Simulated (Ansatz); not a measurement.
# Pt (sc type): a single-point run

Aim: a sound single-point run of Pt (sc type).

Method: DFT, LDA, all-electron LAPW, scalar-relativistic, in Ansatz 0.2.0.

1 further run of the same task is left out (it didn't finish). Runs told in other sessions of the task aren't counted.

**1. The structure to begin with**

The structure is cubic, space group Pm-3m (No. 221). The conventional cell has a = 2.226 Å, b = 2.226 Å, c = 2.226 Å, α = 90.00°, β = 90.00°, γ = 90.00°. Pt (site symmetry m-3m) is surrounded by 6 Pt at 2.23 Å.

The input asks for a charge of -6 e on the cell.

As a file:

```
CELL_PARAMETERS angstrom
2.22637 0.00000 0.00000
0.00000 2.22637 0.00000
0.00000 0.00000 2.22637
ATOMIC_POSITIONS crystal
Pt 0.00000 0.00000 0.00000
```

**2. Input and run**

File input.yaml:

```yaml
crystal:
  lattice:
    - [2.2263714162, 0.0, 0.0]
    - [0.0, 2.2263714162, 0.0]
    - [0.0, 0.0, 2.2263714162]
  atoms:
    - { symbol: Pt, position: [0.0, 0.0, 0.0] }
kpoints:
  mp_grid: { grid: [17, 17, 17] }
  band_path:
    path:
      - [0.0, 0.0, 0.0]
      - [0.0, 0.5, 0.0]
      - [0.5, 0.5, 0.0]
      - [0.0, 0.0, 0.0]
      - [0.5, 0.5, 0.5]
      - [0.0, 0.5, 0.0]
      - [0.5, 0.5, 0.5]
      - [0.5, 0.5, 0.0]
    npoints: 8
scf:
  occupations: { method: fermi_dirac, width: 0.1 }
  max_iter: 75
hamiltonian:
  xc: lda
  pseudopotentials: { kind: all_electron, lapw: { basis_error: 0.001 } }
output:
  forces: true
  stress: true
  eigenvalues: true
  populations: true
total_charge: -6
```

On the command line:

```bash
$ ansatz run input.yaml --threads 1 --pin off --max-ram 2048MiB --backend cpu --events-out ev --progress --plain --runs-dir out
```

What happens when this is run?

The program finished normally. It gives a pressure of 952 GPa, which is large; a structure far from rest gives such values too, whatever the setting.

Look at the input: total_charge is -6. The typed charge changes the electron count, so this is no longer the system that was meant.

The test: delete total_charge (the default then holds).
